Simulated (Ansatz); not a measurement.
# Al3GaN4: substituted relatives

What happens to the structure of Al3GaN4 under Al → In, N → Bi? Each swap replaces an element on all its sites; cell and atoms are relaxed again.

Method: DFT r2SCAN, scalar-relativistic, plane waves, PAW, in Ansatz 0.2.0.

1 further run of the same task is left out (set aside as unsound or not needed). Runs told in other sessions of the task aren't counted.

### 1 The system as given

The structure is monoclinic, space group Pm (No. 6). Conventional cell: a = 5.038 Å, b = 3.125 Å, c = 5.410 Å, α = 90.00°, β = 90.03°, γ = 90.00°. Al (site symmetry m) has 4 N at 1.88 to 1.90 Å in its first shell of neighbours. Al (site symmetry m) is surrounded by 4 N at 1.89 to 1.90 Å. Around Ga (site symmetry m) lie 4 N at 1.93 to 1.96 Å. N (site symmetry m) has 3 Al at 1.89 Å and 1 Ga at 1.96 Å in its first shell of neighbours. Around N (site symmetry m) lie 4 Al at 1.90 Å. N (site symmetry m) is surrounded by 2 Al at 1.88 to 1.89 Å and 2 Ga at 1.93 Å. N (site symmetry m) is surrounded by 3 Al at 1.89 to 1.90 Å and 1 Ga at 1.94 Å.

Coordinates:

```cif
data_structure
_symmetry_space_group_name_H-M 'Pm'
_symmetry_Int_Tables_number 6
_cell_length_a 5.0381
_cell_length_b 3.1249
_cell_length_c 5.4104
_cell_angle_alpha 90.000
_cell_angle_beta 90.034
_cell_angle_gamma 90.000
_cell_volume 85.18
loop_
_atom_site_label
_atom_site_type_symbol
_atom_site_symmetry_multiplicity
_atom_site_Wyckoff_symbol
_atom_site_fract_x
_atom_site_fract_y
_atom_site_fract_z
_atom_site_occupancy
Al1 Al 1 b 0.50022 0.50000 0.16726 1
Al2 Al 1 b 0.00067 0.50000 0.83490 1
Al3 Al 1 a 0.00100 0.00000 0.33164 1
Ga1 Ga 1 a 0.49949 0.00000 0.66620 1
N1 N 1 a 0.11071 0.00000 0.66632 1
N2 N 1 b 0.12268 0.50000 0.16713 1
N3 N 1 b 0.62541 0.50000 0.84068 1
N4 N 1 a 0.62341 0.00000 0.32586 1
```

It goes back to an entry of the Materials Project, which need not be the stable form.

It is the result of an earlier relaxation at this level (volume 10.65 Å³/atom; gap on the mesh: 4.15 eV).

### 2 Swap Al → In, N → Bi

In3GaBi4 starts from the relaxed positions of Al3GaN4, with all lengths scaled by 1.296, a guess from tabulated radii.

### 3 Probe: one point at the start (In3GaBi4)

input.yaml reads:

```yaml
crystal:
  lattice:
    - [6.5296524519, 0.0, 7.90118e-05]
    - [0.0, 4.0501184683, 0.0]
    - [-0.0042649963, 0.0, 7.0121892374]
  atoms:
    - { symbol: In, position: [0.5002216619, 0.5, 0.1672550744] }
    - { symbol: In, position: [0.0006683707, 0.5, 0.8349019373] }
    - { symbol: In, position: [0.0010043252, 0.0, 0.3316444639] }
    - { symbol: Ga, position: [0.4994946877, 0.0, 0.6662044643] }
    - { symbol: Bi, position: [0.1107069788, 0.0, 0.6663170124] }
    - { symbol: Bi, position: [0.1226755896, 0.5, 0.1671322917] }
    - { symbol: Bi, position: [0.6254135998, 0.5, 0.8406810066] }
    - { symbol: Bi, position: [0.6234137862, 0.0, 0.3258647496] }
basis:
  ecutwfc: 500
kpoints:
  mp_grid: { grid: [4, 4, 4] }
hamiltonian:
  xc: r2scan
scf:
  occupations: { method: gaussian, width: 0.1 }
output:
  forces: true
  stress: true
  eigenvalues: true
```

Launch:

```console
$ ansatz run input.yaml --threads 2 --pin off --max-ram 5120MiB --backend cpu --events-out ev --progress --plain --runs-dir out
```

Output, cut to the lines that bear on the results:

```text
Warning: RAYON_NUM_THREADS=2 ignored (pool sized by the plan → 2); use --threads N
[...]
Pseudopotentials: kind: paw
Pseudopotential: In, paw, valence charge 13, recommended cutoff 500 eV (meta_gga), In.paw.azcp
Pseudopotential: Ga, paw, valence charge 13, recommended cutoff 500 eV (meta_gga), Ga.paw.azcp
Pseudopotential: Bi, paw, valence charge 15, recommended cutoff 500 eV (meta_gga), Bi.paw.azcp
Functional definition: r2SCAN
[...]
Crystal: 8 atoms, lattice volume = 185.443 Å³
Basis set: ecut = 500 eV, 4681 PW (Γ), exchange–correlation on 192×120×216 points (64 copies of the dense FFT grid, shifted against one another)
Bands: 68, of which v1, the nominal top of the filled ones, is band 56 counted from 1 (55 counted from 0)
Symmetry: 2 space group operations
Space group: Pm (ITA 6), of the structure as read, at distance tolerance 5.7e-5 Å
k-points: 30 of 64 (time reversal used)
[...]
SCF iter   1: F=—  HF=-70257.332281 eV  |F-HF|=—  |Δ(HF+E_count)|=         —  Δρ=7.02e-3  dr2=5.77e-2  dr2_τ=1.20e-1  ethr=1.77e-3  ⟨swp⟩=7.6  Hψ=8868  notcnv=0  defer=18
[...]
SCF iter   9: F=-70257.536596 eV  HF=-70257.536596 eV  |F-HF|=1.21e-9  |Δ(HF+E_count)|=   3.45e-8  Δρ=1.94e-6  dr2=9.82e-9  dr2_τ=2.18e-10  ethr=8.93e-11  ⟨swp⟩=5.2  Hψ=7902  notcnv=0
[...]
SCF converged after 9 iterations
Free energy (F): -70257.536596 eV
[...]
E sigma→0 (E₀):  -70257.534491 eV
Entropy (-TS):   -0.004209 eV (-0.526 meV/atom)
Fermi energy:    14.716388 eV
[...]
--- Forces (eV/Å), atoms counted from 1 ---
  atom   1  In    -0.58268553     0.00000000     0.43096467
  atom   2  In     0.51012738     0.00000000     0.08661870
  atom   3  In     0.09542910     0.00000000    -0.09059524
  atom   4  Ga    -0.33825807     0.00000000    -0.18527912
  atom   5  Bi     3.37047018     0.00000000    -0.04578948
  atom   6  Bi     0.02953882     0.00000000     0.05978705
  atom   7  Bi    -2.21061550     0.00000000    -3.59051668
  atom   8  Bi    -0.87400909     0.00000000     3.33480799
[...]
--- Stress (GPa, compression-positive) ---
       54.642674       0.000000      -0.259573
        0.000000      55.175048       0.000000
       -0.259573       0.000000      53.568601
  P = ⅓ Tr σ = 54.4621 GPa (544.621 kbar)
--- Band table (eV; the first three rows and the last of 30) ---
[...]
```

Wall time 46 s (2 threads of Arm Neoverse V2, shared host); peak memory 0.91 GiB.

From the probe: pressure 54.5 GPa, largest force 4.22 eV/Å, gap on this mesh none (metal). Stress or forces are large, so a loose relaxation on a coarse mesh comes first.

### 4 Coarse relaxation (In3GaBi4)

Edit input.yaml of step 3 so:

```diff
@@ -17,3 +17,3 @@
 kpoints:
-  mp_grid: { grid: [4, 4, 4] }
+  mp_grid: { grid: [4, 6, 4] }
 hamiltonian:
@@ -26 +26,6 @@
   eigenvalues: true
+relax:
+  adjacent_minimum: "off"
+  f_tol: 0.05
+  max_steps: 60
+  cell: { stress_tol: 0.5 }
```

Launch:

```console
$ ansatz run input.yaml --threads 2 --pin off --max-ram 5120MiB --backend cpu --events-out ev --progress --plain --runs-dir out
```

Output:

```text
Warning: RAYON_NUM_THREADS=2 ignored (pool sized by the plan → 2); use --threads N
Engine: ansatz 0.2.0, aarch64-unknown-linux-gnu
[... 5 set-up lines as earlier in the session ...]
  parameter k0 = 0.174
  parameter k1 = 0.065
  parameter a1 = 4.9479
  exchange = r2scan_x(k0 = k0, k1 = k1, a1 = a1)
  correlation = r2scan_c
Crystal: 8 atoms, lattice volume = 185.443 Å³
Basis set: ecut = 500 eV, 4681 PW (Γ), exchange–correlation on 192×120×216 points (64 copies of the dense FFT grid, shifted against one another)
Bands: 68, of which v1, the nominal top of the filled ones, is band 56 counted from 1 (55 counted from 0)
[... 2 set-up lines as earlier in the session ...]
k-points: 40 of 96 (time reversal used)
Non-local potential: In, projectors of the file, l = 0: 2, l = 1: 2, l = 2: 2, l = 3: 2
Non-local potential: Ga, projectors of the file, l = 0: 2, l = 1: 2, l = 2: 3, l = 3: 1
Non-local potential: Bi, projectors of the file, l = 0: 2, l = 1: 2, l = 2: 2, l = 3: 2
PAW form: soft (Blöchl's): semilocal exchange-correlation on the pseudo side does not see the compensation charge
PAW frozen core: In, regenerated for the run's functional (the file was generated under x = pbe(κ = 0.804, μ = 0.2195149727645171), c = pbe(β = 0.06672455060314922))
PAW frozen core: Ga, regenerated for the run's functional (the file was generated under x = pbe(κ = 0.804, μ = 0.2195149727645171), c = pbe(β = 0.06672455060314922))
PAW frozen core: Bi, regenerated for the run's functional (the file was generated under x = pbe(κ = 0.804, μ = 0.2195149727645171), c = pbe(β = 0.06672455060314922))
PAW one-centre angular grid: In, 590 points (default); XC on 289 of its mesh's 2783 points in the sphere
PAW one-centre angular grid: Ga, 590 points (default); XC on 160 Gauss nodes
PAW one-centre angular grid: Bi, 590 points (default); XC on 160 Gauss nodes
Initial density: superposition of atomic densities (neutral atoms: chi_scale 0, normalization atom), corrected by the library's trained network
Initial wavefunctions: pseudopotential atomic-orbital guess
Functional: x = r2scan, c = r2scan; τ floored in thin density (d = 2e-4 eV/Å³)
SCF iter   1: F=—  HF=-70257.487685 eV  |F-HF|=—  |Δ(HF+E_count)|=         —  Δρ=6.89e-3  dr2=5.43e-2  dr2_τ=1.19e-1  ethr=1.77e-3  ⟨swp⟩=8.0  Hψ=11846  notcnv=0  defer=20
preconditioner: auto → Kerker (q_TF=auto, 2.508 Å⁻¹)  [metal: Δε(μ)=0.066 eV  Ē_g=20.656 eV  σ=0.100 eV  W_gap=0.35  n_scr=46 (ndim 8)  ℏωp=28.9 eV  f_vac=0.020  D(μ)=0.60/eV (n_scr^D=0)]
SCF iter   2: F=—  HF=-70257.688643 eV  |F-HF|=—  |Δ(HF+E_count)|=   2.01e-1  Δρ=3.24e-3  dr2=1.68e-2  dr2_τ=2.72e-4  ethr=4.85e-5  ⟨swp⟩=2.0  Hψ=4867  notcnv=0  defer=213
SCF iter   3: F=—  HF=-70257.688865 eV  |F-HF|=—  |Δ(HF+E_count)|=   2.21e-4  Δρ=1.50e-3  dr2=4.70e-3  dr2_τ=6.02e-5  ethr=1.50e-5  ⟨swp⟩=3.0  Hψ=5145  notcnv=0  defer=213
SCF iter   4: F=—  HF=-70257.688344 eV  |F-HF|=—  |Δ(HF+E_count)|=   5.21e-4  Δρ=5.34e-4  dr2=1.13e-3  dr2_τ=1.09e-5  ethr=4.20e-6  ⟨swp⟩=2.0  Hψ=3323  notcnv=0  defer=213
SCF iter   5: F=—  HF=-70257.688336 eV  |F-HF|=—  |Δ(HF+E_count)|=   7.90e-6  Δρ=2.06e-4  dr2=1.86e-4  dr2_τ=1.64e-6  ethr=1.01e-6  ⟨swp⟩=2.0  Hψ=3346  notcnv=0  defer=213
SCF iter   6: F=—  HF=-70257.688322 eV  |F-HF|=—  |Δ(HF+E_count)|=   1.40e-5  Δρ=5.93e-5  dr2=1.18e-5  dr2_τ=1.48e-7  ethr=1.66e-7  ⟨swp⟩=2.0  Hψ=3189  notcnv=0  defer=213
SCF iter   7: F=—  HF=-70257.688433 eV  |F-HF|=—  |Δ(HF+E_count)|=   1.12e-4  Δρ=2.42e-5  dr2=3.21e-6  dr2_τ=1.60e-8  ethr=1.05e-8  ⟨swp⟩=2.7  Hψ=4432  notcnv=0  defer=213
SCF iter   8: F=—  HF=-70257.688433 eV  |F-HF|=—  |Δ(HF+E_count)|=   2.46e-8  Δρ=8.78e-6  dr2=6.88e-7  dr2_τ=3.28e-9  ethr=2.87e-9  ⟨swp⟩=2.0  Hψ=2988  notcnv=0  defer=213
SCF iter   9: F=—  HF=-70257.688433 eV  |F-HF|=—  |Δ(HF+E_count)|=   9.53e-8  Δρ=4.48e-6  dr2=1.26e-7  dr2_τ=3.40e-10  ethr=6.14e-10  ⟨swp⟩=2.0  Hψ=3162  notcnv=0  defer=213
SCF iter  10: F=-70257.688433 eV  HF=-70257.688433 eV  |F-HF|=6.80e-9  |Δ(HF+E_count)|=   1.78e-8  Δρ=1.53e-6  dr2=1.26e-8  dr2_τ=9.19e-11  ethr=8.93e-11  ⟨swp⟩=11.8  Hψ=12566  notcnv=0
SCF 1 converged in 10 iterations: F = -70257.688433 eV  dr2 = 1.26e-8
relax step   1: F+E_penalty+E_count = -70257.68843314 eV  Δ(F+E_penalty+E_count) = +0.000e0 eV  max|allowed force component| = 3.601e0 eV/Å  Δτ_max = 0.0000 Å  P = +54.348 GPa  Ω = 185.443 Å³  (10 SCF iters, dr2 threshold 1.00e-7 eV, accepted)
[... from here on, the SCF cycles and remarks between the steps are left out ...]
relax step   2: F+E_penalty+E_count = -70265.09393864 eV  Δ(F+E_penalty+E_count) = -7.406e0 eV  max|allowed force component| = 1.518e0 eV/Å  Δτ_max = 0.0921 Å  P = +26.764 GPa  Ω = 213.264 Å³  energy of the carried Pulay correction = -6.996e-3 eV  (10 SCF iters, dr2 threshold 8.00e-7 eV, accepted)
relax step   3: F+E_penalty+E_count = -70268.50606379 eV  Δ(F+E_penalty+E_count) = -3.412e0 eV  max|allowed force component| = 6.134e-1 eV/Å  Δτ_max = 0.0559 Å  P = +12.443 GPa  Ω = 240.808 Å³  energy of the carried Pulay correction = -1.303e-2 eV  (9 SCF iters, dr2 threshold 8.00e-7 eV, accepted)
relax step   4: F+E_penalty+E_count = -70269.93075040 eV  Δ(F+E_penalty+E_count) = -1.425e0 eV  max|allowed force component| = 1.939e-1 eV/Å  Δτ_max = 0.0531 Å  P = +4.482 GPa  Ω = 268.224 Å³  energy of the carried Pulay correction = -1.832e-2 eV  (9 SCF iters, dr2 threshold 8.00e-7 eV, accepted)
relax step   5: F+E_penalty+E_count = -70270.26115607 eV  Δ(F+E_penalty+E_count) = -3.304e-1 eV  max|allowed force component| = 1.083e-1 eV/Å  Δτ_max = 0.0297 Å  P = -0.497 GPa  Ω = 299.013 Å³  energy of the carried Pulay correction = -2.358e-2 eV  (8 SCF iters, dr2 threshold 8.00e-7 eV, accepted)
relax step   6: F+E_penalty+E_count = -70270.27287462 eV  Δ(F+E_penalty+E_count) = -1.172e-2 eV  max|allowed force component| = 3.478e-2 eV/Å  Δτ_max = 0.0224 Å  P = +0.010 GPa  Ω = 294.746 Å³  energy of the carried Pulay correction = -2.289e-2 eV  (6 SCF iters, dr2 threshold 8.00e-7 eV, accepted)
relax step   7: F+E_penalty+E_count = -70270.30733108 eV  Δ(F+E_penalty+E_count) = -3.446e-2 eV  max|allowed force component| = 3.483e-2 eV/Å  Δτ_max = 0.0000 Å  P = +0.051 GPa  Ω = 294.746 Å³  stress off target by 1.39e-1 GPa  SCF on the basis re-selected at this cell (its energy is not comparable with the rows above)  (8 SCF iters)
basis re-selected at this cell: Δ(F+E_penalty+E_count) = -3.446e-2 eV, ΔP = +0.041 GPa vs the last step (what re-selecting the basis moved, of the pressure what is left beyond the Pulay correction that the steps carried, after the strain that the cell walked since its last selection, with what the two solves' SCF thresholds leave and, on support functions, any second-order correction that the steps lacked; it is no measure of the basis error at this ecutwfc). The dense FFT grid was sized anew with the basis: this SCF ran on 60×36×60 points, the steps before it on 48×30×54, so part of this shift can come from that change (see relax.cell in the input reference). This SCF's stress stands 1.39e-1 GPa from its target on what of the cell is left free (relax.cell.stress_tol is 5.00e-1 GPa) and its largest allowed force component is 3.48e-2 eV/Å (relax.f_tol is 5.00e-2 eV/Å): within both
SCF converged after 8 iterations
Free energy (F): -70270.307331 eV
Harris-Foulkes:  -70270.307331 eV  (|F-HF|=6.11e-10)
Internal energy: -70270.303437 eV  (E = F + TS)
E sigma→0 (E₀):  -70270.305384 eV
Entropy (-TS):   -0.003894 eV (-0.487 meV/atom)
Fermi energy:    6.987675 eV
--- Per-component energies (eV) ---
  E_band       = -914.573685
  E_kinetic    = 2048.207712
  E_local      = -13562.708814  (includes V_loc(G=0)·N_el)
  E_nonlocal   = 3767.028990
  E_hartree    = 5153.890284
  E_xc         = -1222.049546
  E_vxc        = -997.600144  (∫ρ·V_xc dr)
  E_paw        = -57312.916472  (= ΣΔE_a)
  E_vpaw       = -2546.354901  (= ΣTr[D̂ρ^β])
  E_aug_tail   = -0.001125  (compensation charges beyond the density's cutoff)
  E_vtau       = 69.068811  (kinetic-family band-sum trace: ∫τ·v_τ [+ j·A + Jᵃ·Aᵃ] dr)
  E_ewald      = -9147.500221
  E_core_change = 5.745756  (= ΣΔE_core)
  E_smearing   = -0.003894  (= −TS)
  E_closure    = -0.000000  (closes the sum)
  Σ components = -70270.307331   (vs F -70270.307331, Δ=0.00e0)
--- Forces (eV/Å), atoms counted from 1 ---
  atom   1  In     0.00015281     0.00000000     0.00814692
  atom   2  In     0.02188766     0.00000000    -0.01190230
  atom   3  In     0.02023374     0.00000000     0.01378005
  atom   4  Ga    -0.03482576     0.00000000    -0.00934732
  atom   5  Bi     0.01613596     0.00000000     0.00308852
  atom   6  Bi    -0.02522964     0.00000000    -0.00624370
  atom   7  Bi     0.00035724     0.00000000     0.00113458
  atom   8  Bi     0.00129264     0.00000000     0.00134345
  max |Σ_I F_I| component: 4.65e-6 eV/Å
--- Stress (GPa, compression-positive) ---
       -0.087544       0.000000       0.005432
        0.000000       0.138715       0.000000
        0.005432       0.000000       0.100336
  P = ⅓ Tr σ = 0.0505 GPa (0.505 kbar)
--- Band table (eV; the first three rows and the last of 40) ---
  k-point 0: bands = ["-16.2737", "-16.2681", "-16.2660", "-16.2373", "-16.2364", "-16.1824", "-16.1748", "-16.1733", "-16.1448", "-16.1380", "-16.1346", "-16.1302", "-16.1267", "-16.0935", "-16.0918", "-16.0844", "-16.0834", "-16.0814", "-16.0494", "-16.0445", "-8.6106", "-8.6034", "-8.5848", "-8.5635", "-8.5558", "-8.3108", "-8.2730", "-8.2470", "-8.2274", "-8.2104", "-8.1942", "-8.1926", "-8.1864", "-8.1832", "-8.1712", "-8.1656", "-8.1465", "-8.1403", "-8.1256", "-8.1202", "-5.1522", "-4.1359", "-4.0913", "-3.6868", "0.7604", "1.2190", "1.6590", "3.7232", "4.7372", "5.1319", "5.3955", "5.8804", "5.9807", "6.1284", "6.8258", "7.0440", "7.0958", "7.1220", "8.0781", "8.3720", "9.9426", "9.9609", "10.2227", "10.5091", "11.0109", "11.5355", "11.5765", "11.6205"]
[... 3 lines left out ...]
--- Relaxed structure (6 steps of the walk, 6 accepted, 1 SCFs on fresh bases) ---
  F+E_penalty+E_count = -70270.30733108 eV   max|allowed force component| = 3.483e-2 eV/Å   (the final SCF, on the basis selected at the relaxed cell)
  cell:  # Å, volume = 294.7457 Å³
    - [7.732651742899575, 0.0, 0.0008307274727882315]
    - [0.0, 4.691245046267476, 0.0]
    - [-0.004256963894094539, 0.0, 8.125139535703193]
  atoms:
    - { symbol: In, position: [0.4982080838514953, 0.5, 0.16530284551594301] }
    - { symbol: In, position: [-0.004904863365642318, 0.5, 0.8291670979861245] }
    - { symbol: In, position: [-0.003226342178579524, 0.0, 0.338323618889412] }
    - { symbol: Ga, position: [0.49962409416277886, 0.0, 0.6666501614973142] }
    - { symbol: Bi, position: [0.1400820895691344, 0.0, 0.6686757334337362] }
    - { symbol: Bi, position: [0.1205194419233101, 0.5, 0.165547527529547] }
    - { symbol: Bi, position: [0.6147960569142884, 0.5, 0.8202670327354314] }
    - { symbol: Bi, position: [0.6185004390232147, 0.0, 0.3460669826124909] }
```

Wall time 8.5 min (2 threads of Arm Neoverse V2, shared host); peak memory 1.4 GiB.

Relaxation path:

```csv
step,E - E(step 1) (eV/cell),largest force component (eV/Å),pressure (GPa),volume (Å³)
1,0.0000,3.6012,54.35,185.44
2,-7.4055,1.5184,26.76,213.26
3,-10.8176,0.6134,12.44,240.81
4,-12.2423,0.1939,4.48,268.22
5,-12.5727,0.1083,-0.50,299.01
6,-12.5844,0.0348,0.01,294.75
7,-12.6189,0.0348,0.05,294.75
```

Step 1 is the start. Step 7 repeats the geometry before it on a plane-wave basis chosen anew for that cell, so its energy need not be comparable with the rows above.

|  | before | after | change |
| --- | --- | --- | --- |
| a (Å) | 6.530 | 7.733 | +18.4 % |
| b (Å) | 4.050 | 4.691 | +15.8 % |
| c (Å) | 7.012 | 8.125 | +15.9 % |
| β (°) | 90.03 | 90.02 | 0.0 % |
| volume (Å³/atom) | 23.18 | 36.84 | +58.9 % |
| shortest distance (Å) | 2.432 | 2.763 | +13.6 % |
| space group (0.01 Å) | Pm | Pm | same |

The run keeps the 2 symmetry operations of the start, so it could not have lowered the symmetry.

### 5 The relaxation (In3GaBi4)

input.yaml reads:

```yaml
crystal:
  lattice:
    - [7.7326517429, 0.0, 0.0008307275]
    - [0.0, 4.6912450463, 0.0]
    - [-0.0042569639, 0.0, 8.1251395357]
  atoms:
    - { symbol: In, position: [0.4982080839, 0.5, 0.1653028455] }
    - { symbol: In, position: [-0.0049048634, 0.5, 0.829167098] }
    - { symbol: In, position: [-0.0032263422, 0.0, 0.3383236189] }
    - { symbol: Ga, position: [0.4996240942, 0.0, 0.6666501615] }
    - { symbol: Bi, position: [0.1400820896, 0.0, 0.6686757334] }
    - { symbol: Bi, position: [0.1205194419, 0.5, 0.1655475275] }
    - { symbol: Bi, position: [0.6147960569, 0.5, 0.8202670327] }
    - { symbol: Bi, position: [0.618500439, 0.0, 0.3460669826] }
basis:
  ecutwfc: 500
kpoints:
  mp_grid: { grid: [6, 8, 6] }
hamiltonian:
  xc: r2scan
scf:
  occupations: { method: gaussian, width: 0.1 }
output:
  forces: true
  stress: true
  eigenvalues: true
relax:
  adjacent_minimum: "off"
  f_tol: 0.01
  max_steps: 60
  cell: { stress_tol: 0.1 }
```

Launch:

```console
$ ansatz run input.yaml --threads 2 --pin off --max-ram 5120MiB --backend cpu --events-out ev --progress --plain --runs-dir out
```

Output, cut to the lines that bear on the results:

```text
Warning: RAYON_NUM_THREADS=2 ignored (pool sized by the plan → 2); use --threads N
[...]
[... 5 set-up lines as earlier in the session ...]
[...]
Crystal: 8 atoms, lattice volume = 294.746 Å³
Basis set: ecut = 500 eV, 7501 PW (Γ), exchange–correlation on 240×144×240 points (64 copies of the dense FFT grid, shifted against one another)
Bands: 68, of which v1, the nominal top of the filled ones, is band 56 counted from 1 (55 counted from 0)
[... 1 set-up line as earlier in the session ...]
Space group: Pm (ITA 6), of the structure as read, at distance tolerance 6.7e-5 Å
k-points: 100 of 288 (time reversal used)
[...]
  F+E_penalty+E_count = -70270.32044768 eV   max|allowed force component| = 7.007e-3 eV/Å   (the final SCF, on the basis selected at the relaxed cell)
  cell:  # Å, volume = 295.0480 Å³
    - [7.726563111722834, 1.8607090350938478e-19, 0.0016687163517094023]
    - [1.1270446174031897e-19, 4.692167673266874, 1.685091489185984e-18]
    - [-0.003374501195143935, 2.918441387330612e-18, 8.138283027244485]
  atoms:
    - { symbol: In, position: [0.4976025156869211, 0.5, 0.16579840596890777] }
    - { symbol: In, position: [-0.004408842673013736, 0.5, 0.8285754206986932] }
    - { symbol: In, position: [-0.0021310501380031066, 1.898250543359658e-19, 0.3388171017410683] }
    - { symbol: Ga, position: [0.4992640765955071, -1.5601818618006098e-19, 0.666244510188987] }
    - { symbol: Bi, position: [0.1402816550208824, 1.8720725693978347e-20, 0.6687243917828171] }
    - { symbol: Bi, position: [0.11925456842061001, 0.5, 0.165020980794721] }
    - { symbol: Bi, position: [0.614749758798221, 0.5, 0.8206190777631789] }
    - { symbol: Bi, position: [0.6189863181888752, 5.160182023116862e-20, 0.34620111116162666] }
```

It took 17 min on 2 threads of Arm Neoverse V2, shared host; peak memory 2.2 GiB.

The steps of the relaxation:

```csv
step,energy from step 1 (eV/cell),largest force component (eV/Å),pressure (GPa),volume (Å³)
1,0.0000,0.0487,0.03,294.75
2,0.0000,0.0494,-0.01,295.21
3,-0.0007,0.0070,0.00,295.05
4,-0.0007,0.0070,0.00,295.05
```

Step 1 is the start. Step 4 repeats the geometry before it on a plane-wave basis chosen anew for that cell, so its energy need not be comparable with the rows above.

|  | before | after | change |
| --- | --- | --- | --- |
| a (Å) | 7.733 | 7.727 | -0.1 % |
| b (Å) | 4.691 | 4.692 | 0.0 % |
| c (Å) | 8.125 | 8.138 | +0.2 % |
| β (°) | 90.02 | 90.01 | 0.0 % |
| volume (Å³/atom) | 36.84 | 36.88 | +0.1 % |
| shortest distance (Å) | 2.763 | 2.764 | +0.1 % |
| space group (0.01 Å) | Pm | Pm | same |

Forces and stress were held to the start's 2 operations: a distortion of lower symmetry was not tested.

### 6 The crystals compared

Lengths are those of the vectors of the cell that was run:

```
           swap   formula  volume (Å³/atom)  a (Å)  b (Å)  c (Å)  gap (eV)  space group  ΔH_f (eV/atom)
           none   Al3GaN4             10.65  5.038  3.125  5.410    4.15 d       Pm (6)          -1.382
Al → In, N → Bi  In3GaBi4             36.88  7.727  4.692  8.138     metal       Pm (6)          -0.046
```

Lengths are those of the computed cell. Gaps are Kohn-Sham gaps over the whole zone (d direct, i indirect). ΔH_f is taken against the elements in their standard states, computed with the same functional; temperature and zero-point motion are left out.

### 7 Results

| quantity | value |
| --- | --- |
| Al → In, N → Bi (In3GaBi4) | 36.88 Å³/atom, gap none (metal), ΔH_f -0.05 eV/atom |

In words: The volume per atom moves by +246.4 % with Al → In, N → Bi. The start has a gap, but In3GaBi4 comes out metallic at this semilocal level, which can close small gaps. Al3GaN4 has the lowest formation energy in this structure (-1.38 eV/atom). A negative value alone does not show stability: other structures and competing compounds were not computed. Spin-orbit coupling is left out, which matters for the bands of Bi.
